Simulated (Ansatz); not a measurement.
# TaTi3: the cost of one run

Method: DFT PBEsol, scalar-relativistic, plane waves, PAW, in Ansatz 0.2.0.

### 1 The system as given

Symmetry: I4/mmm, No. 139, tetragonal system. Conventional cell: a = 3.996 Å, b = 3.996 Å, c = 8.796 Å, α = 90.00°, β = 90.00°, γ = 90.00°. Ti (site symmetry -4m2) has 8 Ti at 2.83 to 2.97 Å and 4 Ta at 2.97 Å as nearest neighbours. Ti (site symmetry 4/mmm) is surrounded by 4 Ta at 2.83 Å and 8 Ti at 2.97 Å. Ta (site symmetry 4/mmm) is surrounded by 12 Ti at 2.83 to 2.97 Å.

Coordinates:

```
CELL_PARAMETERS angstrom
-1.99787 1.99787 4.39796
1.99787 -1.99787 4.39796
1.99786 1.99786 -4.39796
ATOMIC_POSITIONS crystal
Ti 0.75000 0.25000 0.50000
Ti 0.25000 0.75000 0.50000
Ti 0.50000 0.50000 0.00000
Ta 0.00000 0.00000 0.00000
```

The structure comes from the Materials Project (structure only).

### 2 A change within a subgroup

The change: strain xx, yy, zz, yz, xz, xy = +1.9, +1.9, -4.1, +0.5, +0.5, +0.3 %; atoms moved by 0.15 Å root mean square, at most 0.18 Å.

The input, input.yaml:

```yaml
crystal:
  lattice:
    - [-2.0077294638, 2.0506535826, 4.2178664151]
    - [2.0506535826, -2.0077294638, 4.2178664151]
    - [2.0211950739, 2.0211950739, -4.1983672528]
  atoms:
    - { symbol: Ti, position: [0.7118371671, 0.2652351152, 0.4887009605] }
    - { symbol: Ti, position: [0.2652351152, 0.7118371671, 0.4887009605] }
    - { symbol: Ti, position: [0.486875902, 0.486875902, -0.0166035032] }
    - { symbol: Ta, position: [0.0360518157, 0.0360518157, 0.0392015822] }
basis:
  ecutwfc: 420
kpoints:
  mp_grid: { grid: [10, 10, 12] }
hamiltonian:
  xc: pbesol
scf:
  occupations: { method: gaussian, width: 0.1 }
output:
  forces: true
  stress: true
  eigenvalues: true
```

Q: Estimate wall time and peak memory on 1 thread of an Arm CPU, shared host.

About 1.8 min, with a peak of 0.82 GiB.
